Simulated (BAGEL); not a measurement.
# AlOF2 (SMILES [O][Al]([F])[F]) at UHF/3-21G (density fitting with qzvpp-jkfit)

What is the vertical electron affinity of AlOF2 at UHF/3-21G (density fitting with qzvpp-jkfit)? 

The calculation is run with BAGEL 1.2.2.

3 further runs of the same task are left out: 3 that didn't finish.

## 1. The structure to begin with

AlOF2 has 4 atoms, charge 0, and is taken as a doublet. As SMILES, `[O][Al]([F])[F]`. Geometry: relaxed at PBE0-D4/def2-TZVP.

Bond lengths: O1–Al2 1.725 Å, Al2–F3 1.631 Å, Al2–F4 1.631 Å. Angles: O1–Al2–F3 119.0°, O1–Al2–F4 119.0°, F3–Al2–F4 122.1°.

## 2. The energy at UHF/3-21G (density fitting with qzvpp-jkfit)

The input, input.json:

```json
{ "bagel" : [

{
  "title" : "molecule",
  "basis" : "3-21g",
  "df_basis" : "qzvpp-jkfit",
  "angstrom" : true,
  "geometry" : [
    { "atom" : "O", "xyz" : [    0.682900,   -0.910900,    1.260000 ] },
    { "atom" : "Al", "xyz" : [   -0.000600,    0.004300,   -0.032400 ] },
    { "atom" : "F", "xyz" : [   -1.477200,   -0.401600,   -0.592500 ] },
    { "atom" : "F", "xyz" : [    0.850400,    1.247900,   -0.655300 ] }
  ]
},
{ "title" : "uhf", "nopen" : 1 },
{ "title" : "print", "file" : "orbitals.molden", "orbitals" : true }

]}
```

On the command line:

```sh
$ BAGEL_NUM_THREADS=1 BAGEL input.json > input.out
```

Standard output:

```text
* using 1 threads per process

  ===============================================================
  ===============================================================

  *** Geometry ***

  { "atom" : "O", "xyz" : [      1.290494,     -1.721352,      2.381055 ] },
  { "atom" : "Al", "xyz" : [     -0.001134,      0.008126,     -0.061227 ] },
  { "atom" : "F", "xyz" : [     -2.791503,     -0.758914,     -1.119663 ] },
  { "atom" : "F", "xyz" : [      1.607023,      2.358189,     -1.238338 ] },

  Number of auxiliary basis functions:      359

  Since a DF basis is specified, we compute 2- and 3-index integrals:
    o Being stored without compression. Storage requirement is 0.005 GB

  Number of basis functions:       40
  Number of electrons      :       39

    * METHOD: MOLECULE                             0.08

  *** Open-shell HF ***

  === Nuclear Repulsion ===
   149.2287793447

      * DIIS with orbital gradients will be used.

  === UHF iteration (3-21g) ===
      0       -512.82332276          0.07511894           0.03
      1       -512.95241952          0.04185606           0.03
      2       -512.98549647          0.02283357           0.03
      3       -512.99930402          0.00067464           0.03
      4       -512.99937627          0.00027093           0.03
      5       -512.99940207          0.00007743           0.03
      6       -512.99941113          0.00001305           0.03
      7       -512.99941249          0.00000411           0.03
      8       -512.99941285          0.00000240           0.03
      9       -512.99941297          0.00000119           0.03
     10       -512.99941298          0.00000034           0.03
     11       -512.99941298          0.00000007           0.03
     12       -512.99941298          0.00000003           0.03
     13       -512.99941298          0.00000001           0.04
     14       -512.99941298          0.00000001           0.03
    * SCF iteration converged.

    * S^2 (UHF) is 0.7536

    * Permanent dipole moment:
           (    0.033375,    -0.044643,     0.062997) a.u.

    * METHOD: UHF                                  0.57

    * METHOD: PRINT                                0.00

  ===============================================================
```

Wall time 0.83 s (1 thread of Arm Neoverse V2, shared host).

## 3. The singlet anion

Changes to input.json since step 2:

```diff
@@ -14,4 +14,11 @@
 },
-{ "title" : "uhf", "nopen" : 1 },
-{ "title" : "print", "file" : "orbitals.molden", "orbitals" : true }
+{
+  "title" : "hf",
+  "charge" : -1
+},
+{
+  "title" : "print",
+  "file" : "orbitals.molden",
+  "orbitals" : true
+}
```

On the command line:

```sh
$ BAGEL_NUM_THREADS=1 BAGEL input.json > input.out
```

Standard output:

```text
* using 1 threads per process

  ===============================================================
  ===============================================================

  *** Geometry ***

  { "atom" : "O", "xyz" : [      1.290494,     -1.721352,      2.381055 ] },
  { "atom" : "Al", "xyz" : [     -0.001134,      0.008126,     -0.061227 ] },
  { "atom" : "F", "xyz" : [     -2.791503,     -0.758914,     -1.119663 ] },
  { "atom" : "F", "xyz" : [      1.607023,      2.358189,     -1.238338 ] },

  Number of auxiliary basis functions:      359

  Since a DF basis is specified, we compute 2- and 3-index integrals:
    o Being stored without compression. Storage requirement is 0.005 GB

  Number of basis functions:       40
  Number of electrons      :       39

    * METHOD: MOLECULE                             0.08

  *** RHF ***

  === Nuclear Repulsion ===
   149.2287793447

      * DIIS with orbital gradients will be used.

  === RHF iteration (3-21g) ===
      0       -512.62027339          0.05287379           0.02
      1       -512.63909707          0.05361079           0.02
      2       -512.97854333          0.00906880           0.02
      3       -512.98877669          0.00093029           0.02
      4       -512.98901153          0.00028776           0.02
      5       -512.98906316          0.00011088           0.02
      6       -512.98907390          0.00004499           0.02
      7       -512.98907553          0.00001176           0.02
      8       -512.98907562          0.00000388           0.02
      9       -512.98907563          0.00000131           0.02
     10       -512.98907563          0.00000040           0.02
     11       -512.98907563          0.00000015           0.02
     12       -512.98907563          0.00000007           0.02
     13       -512.98907563          0.00000001           0.02
     14       -512.98907563          0.00000000           0.02
    * SCF iteration converged.

    * Permanent dipole moment:
           (    0.724542,    -0.970151,     1.369979) a.u.

    * METHOD: HF                                   0.33

    * METHOD: PRINT                                0.00

  ===============================================================
```

Wall time 0.56 s (1 thread of Arm Neoverse V2, shared host).

## 4. Outcome

At UHF/3-21G (density fitting with qzvpp-jkfit):

| quantity | value |
| --- | --- |
| doublet AlOF2: total energy | -512.99941 Eh |
| doublet AlOF2: dipole moment | 0.21 D |
| doublet AlOF2: ⟨S²⟩ | 0.754 |
| singlet anion: total energy | -512.98908 Eh |
| singlet anion: HOMO energy | -2.68 eV |
| singlet anion: LUMO energy | 8.28 eV |
| singlet anion: HOMO–LUMO gap (to an unbound level, set by the basis) | 10.96 eV |
| vertical electron affinity (to the singlet anion) | -0.281 eV |

In words: The anion lies 0.28 eV (6.5 kcal/mol) above the neutral: the electron isn't bound at this level, and such a value depends on the basis. Without diffuse functions anions come out too high. Hartree–Fock misses the correlation that binds many anions.
